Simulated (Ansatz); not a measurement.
# CH2BFOS: one species, many methods

Aim: compute CH2BFOS with functionals from several rungs and with coupled cluster. The yardstick is the atomisation energy at the CCSD(T) limit.

Computed with Ansatz 0.2.0, Gaussian basis. Level: functionals in def2-TZVPP, the program's frozen cores in correlated methods.

Plan: LDA (SPW92), PBE-D4, revPBE-D4, BLYP-D4, r2SCAN-D4, B97M-V, PBE0-D4, B3LYP-D4, r2SCANh-D4, r2SCAN0-D4, HSE06-D4, BHLYP-D4, CAM-B3LYP-D4, LC-ωPBE, ωB97X-V, ωB97M-V, B2PLYP, PBE-QIDH; CCSD(T)/def2-SVP; CCSD(T)/def2-TZVPP; MP2/def2-QZVPP; extrapolation to the limit; RPA on PBE.

## 1. The geometry

The geometry comes from an earlier relaxation with PBE0-D4 in a triple-zeta def2 set; it is a stationary point, not always the lowest conformer.

SMILES `O=C(S)BF`, 7 atoms, charge 0, spin multiplicity 1.

Atoms are counted from 1 here; the program's logs count them from 0.

Bond lengths: O1–C2 1.201 Å, C2–S3 1.793 Å, C2–B4 1.598 Å, S3–H6 1.344 Å, B4–F5 1.309 Å, B4–H7 1.197 Å. Angles: O1–C2–S3 121.1°, O1–C2–B4 124.2°, S3–C2–B4 114.8°, C2–S3–H6 95.5°, C2–B4–F5 117.8°, C2–B4–H7 122.8°, F5–B4–H7 119.4°.

## 2. LDA

This LDA is Slater exchange with PW92 correlation.

Contents of in.yaml:

```yaml
crystal:
  periodic: [false, false, false]
  atoms:
    - {symbol: O, position_ang: [0.512798, -1.880518, 0.371460]}
    - {symbol: C, position_ang: [0.199146, -0.721080, 0.364371]}
    - {symbol: S, position_ang: [-0.015642, 0.188787, 1.894679]}
    - {symbol: B, position_ang: [-0.031407, 0.137942, -0.963029]}
    - {symbol: F, position_ang: [0.855222, 0.033916, -1.919829]}
    - {symbol: H, position_ang: [-0.489618, 1.305004, 1.314663]}
    - {symbol: H, position_ang: [-0.969199, 0.867851, -1.107913]}
basis:
  gaussian: {orbitals: def2-TZVPP}
hamiltonian: {xc: lda}
output: {orbitals: {seedname: orbitals}}
```

On the command line:

```console
$ ansatz run in.yaml --threads 2 --pin off --events-out ev --progress --plain --max-ram 4352MiB
```

After this run come: PBE-D4 (GGA); revPBE-D4 (GGA); BLYP-D4 (GGA); r2SCAN-D4 (meta-GGA); B97M-V (meta-GGA); PBE0-D4 (hybrid); B3LYP-D4 (hybrid); r2SCANh-D4 (hybrid); r2SCAN0-D4 (hybrid); HSE06-D4 (hybrid); BHLYP-D4 (hybrid); CAM-B3LYP-D4 (range-separated); LC-ωPBE (range-separated); ωB97X-V (range-separated); ωB97M-V (range-separated); B2PLYP (double hybrid); PBE-QIDH (double hybrid); CCSD(T) in def2-SVP; CCSD(T) in def2-TZVPP; MP2 in def2-QZVPP; RPA on PBE orbitals.

**Question.** What will the summary of the whole plan be? Wanted: atomisation energy, CCSD(T)/CBS; farthest beyond LDA; mean size of error, GGA; mean size of error, meta-GGA; mean size of error, hybrid; mean size of error, range-separated; mean size of error, double hybrid; gap, smallest and largest; T1 diagnostic.

**Answer**, as computed:

| quantity | value |
| --- | --- |
| atomisation energy, CCSD(T)/CBS | 29.098 eV |
| functionals within 0.145 eV (0.5 %) | B3LYP-D4, r2SCANh-D4, LC-ωPBE, B2PLYP, PBE-QIDH |
| farthest beyond LDA | PBE-D4 (+1.470 eV) |
| mean size of error, GGA | 0.836 eV |
| mean size of error, meta-GGA | 0.450 eV |
| mean size of error, hybrid | 0.455 eV |
| mean size of error, range-separated | 0.196 eV |
| mean size of error, double hybrid | 0.094 eV |
| gap, smallest and largest | 2.61 eV (LDA (SPW92)), 10.18 eV (LC-ωPBE) |
| T1 diagnostic | 0.0174 |
| triples share of the correlation energy | 4.1 % |

In words: The LDA atomisation energy is off by 5.587 eV (19 %): it overbinds. PBE-D4 is off by +1.470 eV. Double hybrids carry the basis error of their MP2 part in triple zeta, and no dispersion term here, so their miss is partly the set-up's. By mean error the best rung here is double hybrid (0.094 eV) and the worst beyond LDA is GGA (0.836 eV). Misses under about 0.145 eV are within the doubt on the reference itself, which lacks core-valence correlation, relativity and higher excitations. Hartree-Fock recovers 70 % of the binding; the rest is correlation. CCSD(T) in def2-SVP is off by -1.551 eV, so the small basis spoils what the method gains. Orbital gaps span 2.6 to 10.2 eV; exact exchange widens them.
